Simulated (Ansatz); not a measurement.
# Ga₂H₄: ionisation energy by level of theory

How much energy removes an electron from Ga₂H₄ at fixed geometry? The cation is run at each level and the neutral's energy taken from earlier runs.

Method: unrestricted cation, the program's frozen cores in correlated methods; program: Ansatz 0.2.0, Gaussian basis.

Plan: UKS PBE-D4/def2-TZVPP; UKS r2SCAN-D4/def2-TZVPP; UKS PBE0-D4/def2-TZVPP; UKS B3LYP-D4/def2-TZVPP; UKS wB97X-V/def2-TZVPP; UKS wB97M-V/def2-TZVPP; UKS B2PLYP/def2-TZVPP; UHF-CCSD(T)/def2-TZVPP; UHF-MP2/def2-QZVPP; extrapolation to the limit; then −ε(HOMO) from the neutral's earlier runs with LDA (SPW92), PBE-D4, revPBE-D4, BLYP-D4, r2SCAN-D4, B97M-V, PBE0-D4, B3LYP-D4, r2SCANh-D4, r2SCAN0-D4, HSE06-D4, BHLYP-D4, CAM-B3LYP-D4, LC-ωPBE, ωB97X-V, ωB97M-V.

## Step 1: Structure used throughout

The geometry comes from an earlier relaxation with PBE0-D4 in a triple-zeta def2 set; it is a stationary point.

SMILES `[GaH2][GaH2]`, 6 atoms, charge 0, spin multiplicity 1.

Atoms are counted from 1 here; the program's logs count them from 0.

Bond lengths: Ga1–Ga2 2.459 Å, Ga1–H3 1.578 Å, Ga1–H4 1.578 Å, Ga2–H5 1.578 Å, Ga2–H6 1.578 Å. Angles: Ga2–Ga1–H3 122.1°, Ga2–Ga1–H4 122.1°, H3–Ga1–H4 115.8°, Ga1–Ga2–H5 122.0°, Ga1–Ga2–H6 122.2°, H5–Ga2–H6 115.8°.

## Step 2: Cation, UKS PBE-D4/def2-TZVPP

File in.yaml:

```yaml
crystal:
  periodic: [false, false, false]
  atoms:
    - {symbol: Ga, position_ang: [-0.283426, -1.200174, -0.117568]}
    - {symbol: Ga, position_ang: [0.296687, 1.178921, 0.103063]}
    - {symbol: H, position_ang: [0.450964, -2.323104, 0.712732]}
    - {symbol: H, position_ang: [-1.412658, -1.700694, -1.099416]}
    - {symbol: H, position_ang: [1.401266, 1.858157, -0.796077]}
    - {symbol: H, position_ang: [-0.410634, 2.122793, 1.151064]}
basis:
  gaussian: {orbitals: def2-TZVPP}
total_charge: 1
magnetization: {spin_polarized: true, initial_magnetization: 1}
hamiltonian: {xc: pbe, dispersion: d4}
```

Command:

```console
$ ansatz run in.yaml --threads 2 --pin off --events-out ev --progress --plain --max-ram 4352MiB
```

After this run come: Cation, UKS r2SCAN-D4/def2-TZVPP; Cation, UKS PBE0-D4/def2-TZVPP; Cation, UKS B3LYP-D4/def2-TZVPP; Cation, UKS wB97X-V/def2-TZVPP; Cation, UKS wB97M-V/def2-TZVPP; Cation, UKS B2PLYP (frozen core)/def2-TZVPP; Cation, UHF-CCSD(T)/def2-TZVPP; Cation, UHF-MP2/def2-QZVPP.

**Question.** What will the summary of the whole plan be? Wanted: ionisation energy, CCSD(T)/CBS; nearest functional by difference; nearest −ε(HOMO); −ε(HOMO) of PBE; T1 of the cation.

The runs gave:

| quantity | value |
| --- | --- |
| ionisation energy, CCSD(T)/CBS | 9.37 eV |
| nearest functional by difference | ωB97X-V (-0.11 eV) |
| nearest −ε(HOMO) | ωB97X-V (-0.13 eV) |
| −ε(HOMO) of PBE | 6.05 eV |
| T1 of the cation | 0.017 |

In words: Energy differences with functionals land within 0.39 eV of the reference. −ε(HOMO) of PBE misses by 3.3 eV, since self-interaction lifts the level. Among orbital estimates ωB97X-V comes nearest. Hartree-Fock falls 0.85 eV short, as the neutral has more correlation energy than the cation. The cation may have settled in a state other than its lowest; no search over hole states beyond the program's own was made. Correlated methods include outer-core shells of Ga, which these sets cover unevenly. With outer-core shells in play the reference is unsure by up to some tenths of an eV, so close misses can't be ranked.
